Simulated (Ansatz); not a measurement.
# C4H5F3: the cost of one run

Method: the settings change from run to run; program: Ansatz 0.2.0, Gaussian basis.

### Step 1. The molecule

An earlier PBE0-D4 in a triple-zeta def2 set relaxation fixed the geometry.

SMILES `FC1CCC1(F)F`, 12 atoms, charge 0, spin multiplicity 1.

Atoms are counted from 1 here; the program's logs count them from 0.

Bond lengths: F1–C2 1.370 Å, C2–C3 1.537 Å, C2–C5 1.541 Å, C2–H8 1.091 Å, C3–C4 1.549 Å, C3–H9 1.088 Å, C3–H10 1.090 Å, C4–C5 1.524 Å, C4–H11 1.090 Å, C4–H12 1.089 Å, C5–F6 1.358 Å, C5–F7 1.340 Å. Angles: F1–C2–C3 111.8°, F1–C2–C5 111.3°, F1–C2–H8 109.2°, C3–C2–C5 87.5°, C3–C2–H8 119.3°, C5–C2–H8 116.4°, C2–C3–C4 89.9°, C2–C3–H9 114.1°, C2–C3–H10 112.0°, C4–C3–H9 116.8°, C4–C3–H10 113.1°, H9–C3–H10 109.7°, C3–C4–C5 87.7°, C3–C4–H11 112.3°, C3–C4–H12 118.5°, C5–C4–H11 110.6°, C5–C4–H12 115.8°, H11–C4–H12 110.2° and more.

### Step 2. LC-wPBE/6-31++G**

Options: multiplicity 3, a point charge of 0.50 e beside it.

in.yaml reads:

```yaml
crystal:
  periodic: [false, false, false]
  atoms:
    - {symbol: F, position_ang: [-1.679806, 0.548062, 1.058867]}
    - {symbol: C, position_ang: [-0.533601, 0.852936, 0.372444]}
    - {symbol: C, position_ang: [-0.475039, 0.136243, -0.985794]}
    - {symbol: C, position_ang: [0.394103, -0.980297, -0.355912]}
    - {symbol: C, position_ang: [0.640105, -0.041129, 0.818515]}
    - {symbol: F, position_ang: [1.811601, 0.635318, 0.695169]}
    - {symbol: F, position_ang: [0.592133, -0.549814, 2.057089]}
    - {symbol: H, position_ang: [-0.366099, 1.930452, 0.415870]}
    - {symbol: H, position_ang: [-1.447699, -0.158794, -1.375303]}
    - {symbol: H, position_ang: [0.057803, 0.722492, -1.734078]}
    - {symbol: H, position_ang: [-0.198931, -1.838881, -0.041982]}
    - {symbol: H, position_ang: [1.282329, -1.311789, -0.890785]}
basis:
  gaussian: {orbitals: "6-31++G**", point_charges: [{charge: 0.50, position_ang: [4.430, -0.484, 0.708]}]}
magnetization: {spin_polarized: true, initial_magnetization: 2}
hamiltonian: {xc: {name: LC-wPBE}}
output: {forces: true}
```

On the command line:

```
> ansatz run in.yaml --threads 4 --pin off --events-out ev --progress --plain --max-ram 11315MiB
```

Q: Estimate wall time and peak memory on 4 threads of Intel Xeon Platinum 8259CL at 2.50GHz, shared host.

About 26 s, with a peak of 0.72 GiB.
